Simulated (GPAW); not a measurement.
**MoSe in GPAW: convergence with plane-wave cutoff (eV)**

Input of the first run (plane-wave cutoff (eV) 200); the others differ in this setting and in those tied to it:

File run.py:

```python
from ase import Atoms
from ase.dft.bandgap import bandgap
from ase.io import write
from ase.units import GPa
from gpaw import GPAW, PW

atoms = Atoms(['Mo', 'Se'],
              cell=[[3.4706685925, 0.0, 0.0],
                    [-1.7353342963, 3.0056871692, 0.0],
                    [0.0, 0.0, 4.37279534]],
              scaled_positions=[[0.66666667, 0.33333333, 0.02544455],
                                [0.3333333367, 0.6666666633, 0.11843047]],
              pbc=True)

calc = GPAW(mode=PW(200),
            xc='PBE',
            kpts={'size': (7, 7, 5), 'gamma': True},
            occupations={'name': 'fermi-dirac', 'width': 0.05},
            nbands=20,
            convergence={'density': 1e-05, 'energy': 1e-05},
            maxiter=100,
            txt='gpaw.txt')
atoms.calc = calc
energy = atoms.get_potential_energy()
forces = atoms.get_forces()
stress = atoms.get_stress()
calc.write('gs.gpw')
write('result.traj', atoms)
print(f'Energy: {energy:.6f} eV')
print('Forces (eV/A):')
print(forces.round(4))
print('Stress (GPa):', (stress / GPa).round(3))
print('Fermi level:', round(calc.get_fermi_level(), 4), 'eV')
print(f'Gap: {bandgap(calc)[0]:.4f} eV, direct: {bandgap(calc, direct=True)[0]:.4f} eV')
```

Potentials or basis: GPAW PAW data sets (gpaw-data 1.2.1), pw.

Command:

```console
$ OMP_NUM_THREADS=1 python run.py
```

The cell was built by a generator and needn't be a form met in nature.

Hardware: 1 thread of Arm Neoverse V1, on a shared host.

Q: The values tried are 200, 250, 300, 350, 400, 500, 600, 800, 1000, loosest first. From which on does the energy stay within 1 meV/atom of the tightest run that finished?

A: From 800 on.

```tsv
plane-wave cutoff (eV)	energy less the tightest run, at zero smearing (meV/atom)	pressure (GPa)	largest force (eV/Å)	SCF cycles	CPU time (s)	peak memory (GiB)
200	583.45	63.25	6.216	11	6.1	0.12
250	323.16	63.29	6.198	11	7	0.13
300	142.58	64.90	6.184	11	8.7	0.13
350	54.96	66.60	6.175	11	9.1	0.13
400	20.17	67.61	6.168	11	14	0.14
500	4.63	68.18	6.165	11	16	0.15
600	2.00	68.24	6.164	11	15	0.16
800	0.38	68.25	6.163	11	30	0.18
1000	0.00	68.26	6.163	11	38	0.21
```

Against the tightest run, the pressure stays within 0.1 GPa from 500 on; the largest force stays within 0.005 eV/Å from 500 on. The tightest run that finished is the yardstick and may itself not be fully converged.

Caveat, for the tightest run too: a pressure of tens of GPa on the cell as given is suspect, and the run, the potentials or the cell itself is likely at fault; this functional lacks dispersion, which binds the layers, so the pressure and a relaxed spacing across them are unreliable; forces of over 1 eV/Å show positions far from the minimum, so gaps and moduli don't describe the material at rest.
